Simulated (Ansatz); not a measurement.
**C2H7AlFN: small, medium and large basis sets**

An exercise on one series of results from a longer session: the logs are not shown, and one member is left open.

Program: Ansatz 0.2.0, Gaussian basis. Level of theory: one geometry, several basis sets. These are calculated values, not measurements.

Levels to be run: PBE0-D4/def2-SVP; ωB97M-V/def2-SVP; PBE0-D4/def2-QZVPP; ωB97M-V/def2-QZVPP; the functionals' def2-TZVPP values are taken from earlier runs.

## The geometry

An earlier PBE0-D4 in a triple-zeta def2 set relaxation fixed the geometry.

SMILES `C[NH][Al]([CH3])[F]`, 12 atoms, charge 0, spin multiplicity 1.

Atoms are counted from 1 here; the program's logs count them from 0.

Bond lengths: C1–N2 1.447 Å, C1–H6 1.097 Å, C1–H7 1.097 Å, C1–H8 1.093 Å, N2–Al3 1.763 Å, N2–H9 1.009 Å, Al3–C4 1.937 Å, Al3–F5 1.656 Å, C4–H10 1.094 Å, C4–H11 1.092 Å, C4–H12 1.094 Å. Angles: N2–C1–H6 112.4°, N2–C1–H7 112.4°, N2–C1–H8 110.1°, H6–C1–H7 107.6°, H6–C1–H8 107.0°, H7–C1–H8 107.0°, C1–N2–Al3 128.8°, C1–N2–H9 112.1°, Al3–N2–H9 119.1°, N2–Al3–C4 124.6°, N2–Al3–F5 115.4°, C4–Al3–F5 119.9°, Al3–C4–H10 110.8°, Al3–C4–H11 112.5°, Al3–C4–H12 110.9°, H10–C4–H11 107.8°, H10–C4–H12 106.7°, H11–C4–H12 107.8°.

Geometry (Å):

```xyz
12

C    -1.78281    0.36285   -0.47265
N    -0.48362    0.47451   -1.09924
Al    1.09909    0.05823   -0.44353
C     1.40120   -0.66286    1.32911
F     2.38131    0.32250   -1.45829
H    -2.28805    1.33180   -0.38131
H    -2.45381   -0.31179   -1.01776
H    -1.67911   -0.03914    0.53833
H    -0.54514    0.84530   -2.03583
H     1.87730   -1.64617    1.27338
H     0.47602   -0.77166    1.89980
H     2.07451   -0.01867    1.90198
```

The first run:

Input file in.yaml:

```yaml
crystal:
  periodic: [false, false, false]
  atoms:
    - {symbol: C, position_ang: [-1.782808, 0.362846, -0.472647]}
    - {symbol: N, position_ang: [-0.483618, 0.474506, -1.099243]}
    - {symbol: Al, position_ang: [1.099092, 0.058233, -0.443529]}
    - {symbol: C, position_ang: [1.401202, -0.662856, 1.329109]}
    - {symbol: F, position_ang: [2.381312, 0.322499, -1.458291]}
    - {symbol: H, position_ang: [-2.288047, 1.331797, -0.381309]}
    - {symbol: H, position_ang: [-2.453813, -0.311787, -1.017756]}
    - {symbol: H, position_ang: [-1.679107, -0.039139, 0.538333]}
    - {symbol: H, position_ang: [-0.545143, 0.845300, -2.035833]}
    - {symbol: H, position_ang: [1.877304, -1.646175, 1.273376]}
    - {symbol: H, position_ang: [0.476021, -0.771656, 1.899805]}
    - {symbol: H, position_ang: [2.074506, -0.018668, 1.901984]}
basis:
  gaussian: {orbitals: def2-SVP}
hamiltonian: {xc: pbe0, dispersion: d4}
output: {orbitals: {seedname: orbitals}}
```

Among the steps run: PBE0-D4 in def2-SVP; ωB97M-V in def2-SVP; PBE0-D4 in def2-QZVPP; ωB97M-V in def2-QZVPP.

One of the session's tables, all rows but one given; the rest of the session is left out.

It belongs to the step «Functionals by basis». 

```
functional       basis  HOMO (eV)  LUMO (eV)
   PBE0-D4    def2-SVP      -6.71       0.36
   PBE0-D4  def2-TZVPP      -6.84       0.06
   PBE0-D4  def2-QZVPP      -6.88      -0.21
   ωB97M-V    def2-SVP          ?          ?
   ωB97M-V  def2-TZVPP      -9.19       1.49
   ωB97M-V  def2-QZVPP      -9.23       0.97
```

Estimate the missing values for ωB97M-V, def2-SVP.

As computed: HOMO (eV): -9.04; LUMO (eV): 1.89. In the column «HOMO (eV)» it lies between ωB97M-V, def2-TZVPP (-9.19) and PBE0-D4, def2-QZVPP (-6.88).
